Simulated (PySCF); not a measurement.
# C6H11O2S: the cost of one run

Programs: PySCF 2.14.0, with density-fitted response routines of our own. Each step states its level of theory. These are calculated values for one molecule, in the gas phase or a continuum, unless marked as measured. Atoms count from 0, in the outputs and in this text.

**1. The molecule as given**

20 atoms, charge 1, multiplicity 1; geometry from: GFN2-xTB. The atoms were then displaced at random by about 0.01 Å, so the start is not that level's minimum.

Bonds of the start (Å): C0–S1 1.81, S1–C2 1.84, C2–C3 1.48, C3–C4 1.54, C4–C5 1.53, C5–O6 1.39, O6–C7 1.33, C7–O8 1.21, C5–S1 1.88, C0–H9 1.06, C0–H10 1.12, C0–H11 1.08, C2–H12 1.08, C2–H13 1.10, C3–H14 1.12, C3–H15 1.06, C4–H16 1.08, C4–H17 1.08, C5–H18 1.10, C7–H19 1.11.

**2. Relaxing the molecule at PBE0-D3(BJ)/def2-SVP**

Job settings and geometry (Å):

```
{"job": {"xc": "PBE0", "basis": "def2-SVP", "d3": "d3bj", "grid": 1, "shake": 0.01, "kind": "geom"}, "charge": 1, "multiplicity": 1}
C      1.450580     1.375540     0.289100
S      0.373990     0.202540     1.147530
C      1.131930    -1.356200     0.542270
C      0.154860    -2.074760    -0.309660
C     -0.660600    -1.012950    -1.069370
C     -1.095650     0.000040    -0.010710
O     -1.515510     1.205140    -0.550080
C     -1.591720     2.238660     0.289650
O     -1.169900     2.198010     1.426580
H      2.459860     1.157290     0.531560
H      1.194200     2.388070     0.679730
H      1.269830     1.360060    -0.780530
H      2.011860    -1.084860    -0.029830
H      1.428740    -1.929500     1.430690
H     -0.560570    -2.668220     0.320590
H      0.614370    -2.748190    -0.985960
H     -1.526520    -1.409090    -1.568310
H     -0.045170    -0.508070    -1.802540
H     -1.866680    -0.418040     0.660530
H     -2.108910     3.099910    -0.181130
```

On the command line:

```
OMP_NUM_THREADS=1 python probes_run.py task.json out
```

This one command runs all jobs of the session in turn.

Q: Estimate the wall time and peak memory of this first job on 1 thread of Arm Neoverse V1, shared host.

About 4.2 min, with a peak of 0.78 GiB.
